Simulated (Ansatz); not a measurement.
# Ti6O: the cost of one run

Computed with Ansatz 0.2.0 (DFT PBEsol, scalar-relativistic, plane waves, PAW, unless a step's input says otherwise).

1 further run of the same task is left out (set aside as unsound or not needed).

### 1 The system as given

Symmetry: P-31m, No. 162, trigonal system. The conventional cell has a = 5.052 Å, b = 5.052 Å, c = 4.690 Å, α = 90.00°, β = 90.00°, γ = 120.00°. Ti (site symmetry m) has 1 O at 2.07 Å as nearest neighbours. O (site symmetry -3m) is surrounded by 6 Ti at 2.07 Å.

Structure file:

```
Ti O
1.0
     5.05243    0.00000    0.00000
    -2.52621    4.37553    0.00000
     0.00000    0.00000    4.69045
Ti O
6 1
Direct
  0.33133 0.00000 0.25948
  0.00000 0.33133 0.25948
  0.66867 0.66867 0.25948
  0.00000 0.66867 0.74052
  0.66867 0.00000 0.74052
  0.33133 0.33133 0.74052
  0.00000 0.00000 0.00000
```

It is the result of an earlier relaxation at this level (volume 14.81 Å³/atom; gap on the mesh: none (metal)).

### 2 Volume × 0.97

The input, input.yaml:

```yaml
crystal:
  lattice:
    - [5.0013869554, 0.0, 0.0]
    - [-2.5006934777, 4.3313281575, 0.0]
    - [0.0, 0.0, 4.643072855]
  atoms:
    - { symbol: Ti, position: [0.3313261789, 0.0, 0.2594789716] }
    - { symbol: Ti, position: [0.0, 0.3313261789, 0.2594789716] }
    - { symbol: Ti, position: [0.6686738211, 0.6686738211, 0.2594789716] }
    - { symbol: Ti, position: [0.0, 0.6686738211, 0.7405210284] }
    - { symbol: Ti, position: [0.6686738211, 0.0, 0.7405210284] }
    - { symbol: Ti, position: [0.3313261789, 0.3313261789, 0.7405210284] }
    - { symbol: O, position: [0.0, 0.0, 0.0] }
basis:
  ecutwfc: 420
kpoints:
  mp_grid: { grid: [12, 12, 8] }
hamiltonian:
  xc: pbesol
scf:
  occupations: { method: gaussian, width: 0.1 }
output:
  forces: true
  stress: true
  eigenvalues: true
relax:
  adjacent_minimum: "off"
  f_tol: 0.01
  max_steps: 30
  cell: { stress_tol: 0.1, fix: [volume] }
```

The run is started by

```bash
ansatz run input.yaml --threads 2 --pin off --max-ram 5120MiB --backend cpu --events-out ev --progress --plain --runs-dir out
```

Q: Estimate wall time and peak memory on 2 threads of Intel Xeon at 2.50GHz (Skylake/Cascade Lake), shared host.

About 3.7 min, with a peak of 0.76 GiB.
